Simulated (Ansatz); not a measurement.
Here is an Ansatz 0.2.0 calculation.

Contents of input.yaml:

```yaml
crystal:
  lattice:
    - [3.943154, 0.0, 0.0]
    - [0.0, 3.943154, 0.0]
    - [0.0, 0.0, 3.943154]
  atoms:
    - { symbol: Mo, position: [0.5, 0.5, 0.0] }
    - { symbol: Mo, position: [0.5, 0.0, 0.5] }
    - { symbol: Mo, position: [0.0, 0.5, 0.5] }
    - { symbol: Zn, position: [0.0, 0.0, 0.0] }
hamiltonian:
  xc: pbe
  pseudopotentials: { kind: paw }
kpoints:
  mp_grid: { grid: [7, 7, 7] }
scf:
  occupations: { method: fermi_dirac, width: 0.05 }
output:
  forces: true
  stress: true
  eigenvalues: true
  write_density: true
  write_potential: true
  elf: true
  volumetric_format: npy
relax:
  f_tol: 0.01
  max_steps: 40
  cell: { stress_tol: 0.05, p_target: 2.0 }
```

Potentials or basis: Ansatz PAW.

Run with:

```sh
$ ansatz run input.yaml --threads 2 --pin off --max-ram 5632MiB --backend cpu --events-out ev --progress --plain --runs-dir out
```

Predict the space group after relaxing (to 0.05 Å).

Pm-3m (No. 221).

What does it give for the band gap on the k mesh?

None (metal or under the smearing width).

Estimate the relaxed cell.

a = 3.923 Å, b = 3.923 Å, c = 3.923 Å, α = 90.00°, β = 90.00°, γ = 90.00°.

Predict the relaxed volume.

15.10 Å³/atom.

Step by step:
```tsv
step	energy change (eV)	largest force (eV/Å)	volume (Å³)
1	0.0000	0.0000	61.31
2	0.0011	0.0000	60.42
3	0.0015	0.0000	60.38
4	0.0019	0.0000	60.38
```

Caveat: the plane-wave basis is chosen anew once the cell has moved, so the energies of steps on either side of that aren't comparable.
